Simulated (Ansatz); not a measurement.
# CH7NSSi2: up Jacob's ladder to CCSD(T)

The task here is to estimate one member of a computed series from the others.

Program: Ansatz 0.2.0, Gaussian basis. Level of theory: functionals in def2-TZVPP, the program's frozen cores in correlated methods. These are calculated values, not measurements.

The runs, in order: LDA (SPW92), PBE-D4, revPBE-D4, BLYP-D4, r2SCAN-D4, B97M-V, PBE0-D4, B3LYP-D4, r2SCANh-D4, r2SCAN0-D4, HSE06-D4, BHLYP-D4, CAM-B3LYP-D4, LC-ωPBE, ωB97X-V, ωB97M-V, B2PLYP, PBE-QIDH; CCSD(T)/def2-SVP; CCSD(T)/def2-TZVPP; MP2/def2-QZVPP; extrapolation to the limit; RPA on PBE.

## The relaxed structure

The geometry comes from an earlier relaxation with PBE0-D4 in a triple-zeta def2 set; it is a stationary point, not always the lowest conformer.

12 atoms, charge 0, spin multiplicity 1.

Atoms are counted from 1 here; the program's logs count them from 0.

Bond lengths: S1–Si2 2.135 Å, S1–H6 1.344 Å, Si2–C3 1.884 Å, Si2–N5 1.726 Å, Si2–H7 1.486 Å, C3–Si4 1.883 Å, C3–H8 1.090 Å, C3–H9 1.090 Å, Si4–N5 1.736 Å, Si4–H10 1.489 Å, Si4–H11 1.490 Å, N5–H12 1.005 Å. Angles: Si2–S1–H6 94.5°, S1–Si2–C3 118.3°, S1–Si2–N5 116.1°, S1–Si2–H7 101.8°, C3–Si2–N5 89.0°, C3–Si2–H7 116.4°, N5–Si2–H7 116.1°, Si2–C3–Si4 86.2°, Si2–C3–H8 114.5°, Si2–C3–H9 114.8°, Si4–C3–H8 115.5°, Si4–C3–H9 115.6°, H8–C3–H9 109.0°, C3–Si4–N5 88.7°, C3–Si4–H10 115.1°, C3–Si4–H11 115.8°, N5–Si4–H10 114.5°, N5–Si4–H11 114.4° and more.

Coordinates:

```xyz
12
CH7NSSi2
S    -2.21474    1.10116    1.38555
Si   -0.18575    0.61578    0.93290
C     0.22405   -1.16361    0.47017
Si    0.84170   -0.46403   -1.16498
N     0.38875    1.11869   -0.61478
H    -2.70819    0.55521    0.26057
H     0.53060    1.17475    2.10920
H    -0.64041   -1.82394    0.40058
H     0.98201   -1.63548    1.09626
H     2.29897   -0.63722   -1.41709
H     0.11666   -0.92314   -2.38294
H     0.44334    2.02662   -1.04132
```

The first run:

in.yaml

```yaml
crystal:
  periodic: [false, false, false]
  atoms:
    - {symbol: S, position_ang: [-2.214736, 1.101164, 1.385549]}
    - {symbol: Si, position_ang: [-0.185749, 0.615781, 0.932897]}
    - {symbol: C, position_ang: [0.224050, -1.163607, 0.470166]}
    - {symbol: Si, position_ang: [0.841700, -0.464033, -1.164983]}
    - {symbol: N, position_ang: [0.388754, 1.118695, -0.614781]}
    - {symbol: H, position_ang: [-2.708192, 0.555208, 0.260567]}
    - {symbol: H, position_ang: [0.530597, 1.174752, 2.109202]}
    - {symbol: H, position_ang: [-0.640413, -1.823940, 0.400582]}
    - {symbol: H, position_ang: [0.982015, -1.635483, 1.096257]}
    - {symbol: H, position_ang: [2.298967, -0.637218, -1.417093]}
    - {symbol: H, position_ang: [0.116664, -0.923138, -2.382939]}
    - {symbol: H, position_ang: [0.443344, 2.026619, -1.041324]}
basis:
  gaussian: {orbitals: def2-TZVPP}
hamiltonian: {xc: lda}
output: {orbitals: {seedname: orbitals}}
```

Started as:

```console
ansatz run in.yaml --threads 4 --pin off --events-out ev --progress --plain --max-ram 10444MiB
```

Among the steps run: LDA; PBE-D4 (GGA); revPBE-D4 (GGA); BLYP-D4 (GGA); r2SCAN-D4 (meta-GGA); B97M-V (meta-GGA); B3LYP-D4 (hybrid); r2SCANh-D4 (hybrid); r2SCAN0-D4 (hybrid); HSE06-D4 (hybrid); BHLYP-D4 (hybrid); CAM-B3LYP-D4 (range-separated); LC-ωPBE (range-separated); ωB97X-V (range-separated); ωB97M-V (range-separated); B2PLYP (double hybrid); PBE-QIDH (double hybrid).

One of the session's tables, all rows but one given; the rest of the session is left out.

It belongs to the step «Orbital energies across the functionals». 

| functional | HOMO (eV) | gap (eV) |
| --- | --- | --- |
| LDA (SPW92) | -6.21 | 5.07 |
| PBE-D4 | -6.10 | 5.19 |
| revPBE-D4 | -6.05 | 5.24 |
| BLYP-D4 | -5.93 | 5.17 |
| r2SCAN-D4 | -6.37 | 5.83 |
| B97M-V | -6.48 | 5.77 |
| PBE0-D4 | -7.31 | 7.22 |
| B3LYP-D4 | -7.07 | 6.78 |
| r2SCANh-D4 | ? | ? |
| r2SCAN0-D4 | -7.50 | 7.63 |
| HSE06-D4 | -6.92 | 6.45 |
| BHLYP-D4 | -8.38 | 9.12 |
| CAM-B3LYP-D4 | -8.62 | 9.48 |
| LC-ωPBE | -10.01 | 12.00 |
| ωB97X-V | -9.65 | 11.49 |
| ωB97M-V | -9.50 | 11.00 |

**Question.** Estimate the row for r2SCANh-D4.

Worked estimate for «HOMO (eV)». Against the share of exact exchange, r2SCAN-D4 (0, -6.37), r2SCAN0-D4 (0.25, -7.50) give a slope of -4.52 per unit share; at 0.1 the line stands at -6.82.

**Answer.** HOMO (eV): -6.82; gap (eV): 6.55. In «HOMO (eV)» the line misses by 0.00.
